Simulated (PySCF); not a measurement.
# [TaBr6]−: other functionals and bases at one geometry

An exercise on one series of results from a longer session: the logs are not shown, and one member is left open.

Computed with PySCF 2.14.0. Level: several levels, as the steps say, no spin–orbit coupling.

5 further runs of the same task are left out: 2 for a known fault of the program, 3 that didn't finish.

### Where the work starts

7 atoms, charge -1, spin multiplicity 1.

Bond lengths: Ta1–Br2 2.561 Å, Ta1–Br3 2.561 Å, Ta1–Br4 2.561 Å, Ta1–Br5 2.561 Å, Ta1–Br6 2.561 Å, Ta1–Br7 2.561 Å. Angles: Br2–Ta1–Br3 180.0°, Br2–Ta1–Br4 90.0°, Br2–Ta1–Br5 90.0°, Br2–Ta1–Br6 90.0°, Br2–Ta1–Br7 90.0°, Br3–Ta1–Br4 90.0°, Br3–Ta1–Br5 90.0°, Br3–Ta1–Br6 90.0°, Br3–Ta1–Br7 90.0°, Br4–Ta1–Br5 90.0°, Br4–Ta1–Br6 180.0°, Br4–Ta1–Br7 90.0°, Br5–Ta1–Br6 90.0°, Br5–Ta1–Br7 180.0°, Br6–Ta1–Br7 90.0°.

Coordinates:

```xyz
7
Br6Ta
Ta    0.0000    0.0000    0.0000
Br    0.0000    0.0000    2.5609
Br    0.0000    0.0000   -2.5609
Br    2.5609    0.0000    0.0000
Br    0.0000    2.5609    0.0000
Br   -2.5609    0.0000    0.0000
Br    0.0000   -2.5609    0.0000
```

Formal oxidation states: Ta +5. An earlier session relaxed this geometry at BP86, Ta def2-SVP with ECP60, Br def2-SVP (singlet, point group Oh).

At BP86 on the finer grid: E = -15502.277270 Eh, HOMO -2.80 eV, LUMO -0.46 eV, Mulliken charge on Ta1 +0.46 e, largest force component 0.003 eV/Å. 

Levels to run: r2SCAN; M06-L; PBE; wB97X; BP86, TZVP. Hardware: 4 threads of Arm Neoverse V2, shared host.

Set-up of the first run:

The input, run.py (the lines that set the calculation):

```python
mol = gto.M(atom='''
Ta     0.00000     0.00000     0.00000
Br     0.00000     0.00000     2.56088
Br     0.00000     0.00000    -2.56088
Br     2.56088     0.00000     0.00000
Br     0.00000     2.56088     0.00000
Br    -2.56088     0.00000     0.00000
Br     0.00000    -2.56088     0.00000''',
    basis={'Ta': 'def2-SVP', 'Br': 'def2-SVP'},
    ecp={'Ta': 'def2-SVP'},
    charge=-1, spin=0)
mf = dft.RKS(mol, xc='R2SCAN')
mf.grids.atom_grid = (75, 302)
mf = mf.density_fit()  # fitting sets: Ta def2-universal-JKFIT, Br def2-universal-JKFIT
mf.conv_tol = 1e-08; mf.max_cycle = 55
mf.kernel(dm0)  # dm0: the density of the relaxed state
```

Run with:

```console
$ OMP_NUM_THREADS=4 python run.py
```

Among the steps run: r2SCAN; M06-L; PBE; wB97X; BP86, TZVP.

One table of the session follows, with a row left open; its other results are not shown here.

| level | HOMO (eV) | gap (eV) | charge on Ta1 (e) | largest force component (eV/Å) |
| --- | --- | --- | --- | --- |
| BP86 (relaxed here) | -2.80 | 2.34 | 0.46 | 0.00 |
| r2SCAN | -3.12 | 2.64 | 0.84 | 0.18 |
| M06-L | ? | ? | ? | ? |
| PBE | -2.68 | 2.36 | 0.45 | 0.06 |
| wB97X | -6.24 | 8.11 | 0.91 | 0.37 |
| BP86, TZVP | -3.02 | 2.34 | 0.93 | 0.05 |

**Question.** Estimate the row for M06-L.

The run gave: HOMO (eV): -3.03; gap (eV): 2.61; charge on Ta1 (e): 1.34; largest force component (eV/Å): 0.01. In the column «HOMO (eV)» it lies between r2SCAN (-3.12) and BP86, TZVP (-3.02).

In one basis the HOMO–LUMO gap runs from 2.34 eV (BP86) to 8.11 eV (wB97X). The largest leftover force, 0.37 eV/Å with wB97X, stands at a geometry relaxed at another level. Total energies of different levels can't be compared.
